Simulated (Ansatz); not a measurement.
# CH6BFO: the cost of one run

All numbers below are computed with Ansatz 0.2.0 (RHF/6-31G*).

## (1) Starting point

Bond lengths: B1–F2 1.670 Å, B1–H3 1.190 Å, B1–H4 1.190 Å, B1–O5 1.710 Å, O5–C6 1.420 Å, C6–H7 1.110 Å, C6–H8 1.110 Å, C6–H9 1.110 Å, F2–H10 1.041 Å, O5–H10 1.132 Å. Angles (14 of 17 angles, heavy atoms first): F2–B1–O5 71.6°, B1–O5–C6 125.0°, B1–F2–H10 80.7°, F2–B1–H3 120.0°, F2–B1–H4 120.0°, H3–B1–O5 97.0°, H4–B1–O5 101.2°, B1–O5–H10 76.7°, C6–O5–H10 140.3°, O5–C6–H7 109.5°, O5–C6–H8 109.5°, O5–C6–H9 109.5°, F2–H10–O5 131.0°, H3–B1–H4 120.0°.

Coordinates:

```xyz
10

B     0.0000    0.0000    0.0000
F     0.0000    0.0000    1.6700
H     1.0305    0.0000   -0.5950
H    -1.0305    0.0000   -0.5950
O     0.0715   -1.6212    0.5392
C    -0.5794   -2.7171   -0.0867
H     0.1085   -3.5877   -0.1182
H    -1.4893   -2.9859    0.4895
H    -0.8668   -2.4357   -1.1212
H     0.0453   -1.0266    1.5024
```

## (2) A restrained relaxation towards end A

Springs on the bonds that form and break draw the guess towards this end; the thresholds are loose.

The input, input.yaml:

```yaml
crystal:
  periodic: [false, false, false]
  atoms:
    - { symbol: B, position_ang: [0.0, 0.0, 0.0] }
    - { symbol: F, position_ang: [0.0, 0.0, 1.67] }
    - { symbol: H, position_ang: [1.0305, 0.0, -0.595] }
    - { symbol: H, position_ang: [-1.0305, 0.0, -0.595] }
    - { symbol: O, position_ang: [0.0715, -1.6212, 0.5392] }
    - { symbol: C, position_ang: [-0.5794, -2.7171, -0.0867] }
    - { symbol: H, position_ang: [0.1085, -3.5877, -0.1182] }
    - { symbol: H, position_ang: [-1.4893, -2.9859, 0.4895] }
    - { symbol: H, position_ang: [-0.8668, -2.4357, -1.1212] }
    - { symbol: H, position_ang: [0.0453, -1.0266, 1.5024] }
basis:
  gaussian: { orbitals: "6-31G*" }
hamiltonian:
  xc: hf
relax:
  f_tol: 0.15
  max_steps: 25
  restrain:
    - { distance: [0, 4], at: 2.61, k: 30.0 }
    - { distance: [9, 1], at: 2.12, k: 30.0 }
    - { distance: [0, 1], at: 1.32, k: 30.0 }
    - { distance: [9, 4], at: 1.01, k: 30.0 }
```

Run with:

```console
$ ansatz run input.yaml --threads 1 --pin off --max-ram 2048MiB --backend cpu --events-out ev --progress --plain --runs-dir out
```

Q: Estimate wall time and peak memory on 1 thread of Arm Neoverse V2, shared host.

About 18 s, with a peak of 0.15 GiB.
